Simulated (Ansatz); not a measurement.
Born–Oppenheimer molecular dynamics of a periodic cell of 49 atoms, Ti16SiO32 (host TiO2, host structure I4_1/amd, interstitial Si). It goes on from the last frame of an earlier run, with new velocities.

Level of theory: DFT PBE, scalar-relativistic, plane waves, PAW in Ansatz 0.2.0. Settings: accuracy low, PAW set soft_1, cutoff 420 eV, k mesh 1x1x1, fermi-dirac smearing 0.02 eV, no spin polarisation.

| Quantity | Value |
| --- | --- |
| ensemble | NVT, Langevin thermostat |
| time step | 10 fs |
| steps asked | 200 |
| set temperature | 1260 K |
| friction | 0.01 /fs |
| seed | 724820 |

First frame:

```xyz
49
Lattice="7.5784 0.0000 0.0000 0.0000 7.5784 0.0000 0.0000 0.0000 9.5370" Properties=species:S:1:pos:R:3
Ti -0.073 0.359 -0.013
Ti -0.266 2.197 2.275
O -0.614 0.266 1.903
O 0.017 2.023 4.180
O -0.439 2.209 0.331
O 0.026 0.476 7.482
Ti 3.561 0.438 0.254
Ti 3.699 2.296 2.361
O 4.023 0.304 2.004
O 3.655 1.849 4.354
O 4.022 2.204 0.326
O 3.677 -0.362 7.503
Ti -0.105 4.221 -0.035
Ti -0.304 6.068 2.299
O -0.332 4.215 1.821
O -0.147 6.127 4.279
O 0.026 6.149 0.175
O -0.296 3.686 7.669
Ti 1.734 2.031 4.617
Ti 1.857 3.814 7.083
O 1.896 2.093 6.622
O 1.788 4.350 9.149
O 1.713 4.005 5.126
O 1.720 2.348 2.650
Ti 3.557 3.987 0.076
Ti 3.484 6.081 2.477
O 3.571 4.152 2.017
O 3.466 6.173 4.438
O 3.586 6.032 0.242
O 3.649 4.242 7.536
Ti 5.451 2.010 4.714
Ti 5.493 3.848 7.169
O 5.252 2.077 6.740
O 5.434 4.648 9.082
O 5.601 3.895 5.265
O 5.488 2.673 2.934
Ti 1.625 5.881 4.712
Ti 1.919 0.091 7.015
O 1.612 5.930 6.673
O 1.831 0.598 9.307
O 1.496 0.114 5.038
O 1.614 5.972 2.526
Ti 5.588 5.730 4.568
Ti 5.891 0.399 6.934
O 5.433 5.839 6.882
O 5.605 -0.160 8.926
O 5.594 0.113 4.994
O 5.432 5.658 2.668
Si 4.575 6.119 8.437
```

(1) What does the run give?

(2) What happens to the structure?

(3) How do temperature and energy run in time?

Results:

(1) All steps were run.

| Quantity | Value |
| --- | --- |
| steps done | 200 |
| time covered | 2000 fs |
| mean temperature over the second half | 1037 K |
| spread of the potential energy over the second half | 17.7 meV per atom |
| mean potential energy of the second half above the start | 54.2 meV per atom |

The mean temperature of the second half is 18 % below the set value. A run of 2 ps of so small a system gives no equilibrium averages. Limits of this set-up: coarse k mesh, a small cell, in which the defect meets its images, low accuracy level.

(2) Mean squared displacements from the first frame to the last, about the centre of mass: Ti 0.06 Å², O 0.11 Å², Si 0.04 Å². This is one draw of velocities; another would differ in detail.

(3) 
```tsv
time (fs)	T (K)	potential energy less start (eV)
0	1234	0.000
60	787	2.139
120	898	2.316
180	1101	1.391
240	958	4.352
300	1020	2.875
360	892	4.784
420	1001	4.352
480	1150	3.506
540	833	3.089
600	1068	1.481
660	938	2.610
720	993	1.462
780	935	2.611
840	881	3.705
900	1136	2.076
960	1062	2.040
1020	1053	1.288
1080	1004	0.903
1140	1046	1.754
1200	996	1.356
1260	943	1.624
1320	1181	2.694
1380	1138	2.776
1440	1052	4.228
1500	949	4.054
1560	903	4.808
1620	1097	2.664
1680	1141	2.320
1740	979	3.243
1800	1088	2.456
1860	1011	2.447
1920	838	4.143
1980	1121	2.111
```

Time of the run: 37 min on 2 threads of Arm Neoverse V1 (shared host), peak memory 0.81 GiB.
